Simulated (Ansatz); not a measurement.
# TeSO (SMILES o1s[te]1): functionals against CCSD(T) at one geometry

The task here is to estimate one member of a computed series from the others.

Computed with Ansatz 0.2.0, Gaussian basis. Level: single points in def2-TZVPP.

Cores are frozen in the correlated methods. Filled d shells of the heavier atoms are correlated. Core potentials replace the inner electrons past krypton, and spin-orbit coupling is left out.

## The starting structure

SMILES `o1s[te]1`, 3 atoms, charge 0, spin multiplicity 1.

Atoms are counted from 1 here; the program's logs count them from 0.

Bond lengths: O1–S2 1.766 Å, O1–Te3 2.150 Å, S2–Te3 2.613 Å. Angles: S2–O1–Te3 83.1°, O1–S2–Te3 54.8°, O1–Te3–S2 42.1°.

Coordinates:

```xyz
3

O    -0.3070    0.8697   -0.0374
S     1.1483    0.2017    0.7072
Te   -0.6824   -1.1872   -0.5372
```

The first run:

The input, run/in.yaml:

```yaml
crystal:
  periodic: [false, false, false]
  atoms:
    - {symbol: O, position_ang: [-0.307000, 0.869700, -0.037400]}
    - {symbol: S, position_ang: [1.148300, 0.201700, 0.707200]}
    - {symbol: Te, position_ang: [-0.682400, -1.187200, -0.537200]}
basis:
  gaussian: {orbitals: def2-TZVPP}
correlation: {method: ccsd_t}
output: {forces: true}
```

No record of the launch command was kept for these runs.

Steps of the session up to this table: CCSD(T)/def2-TZVPP; PBE0-D4/def2-TZVPP; wB97M-V/def2-TZVPP; r2SCAN-D4/def2-TZVPP; PBE-D4/def2-TZVPP; LC-wPBE/def2-TZVPP; BHLYP-D4/def2-TZVPP.

One table of the session follows, with a row left open; its other results are not shown here.

```
   method  RMS force component (eV/Å)  angle to CCSD(T) forces (°)  dipole (D)
  CCSD(T)                       1.361                    reference        2.18
  PBE0-D4                       1.781                          2.5        2.38
  wB97M-V                           ?                            ?           ?
r2SCAN-D4                       1.540                          1.2        2.26
   PBE-D4                       1.297                          5.0        2.22
  LC-wPBE                       2.207                          2.0        2.65
 BHLYP-D4                       1.969                          6.2        2.56
```

Q: Estimate the row for wB97M-V from the others.

As computed: RMS force component (eV/Å): 1.869; angle to CCSD(T) forces (°): 2.0; dipole (D): 2.45. In the column «RMS force component (eV/Å)» it lies between PBE0-D4 (1.781) and BHLYP-D4 (1.969).
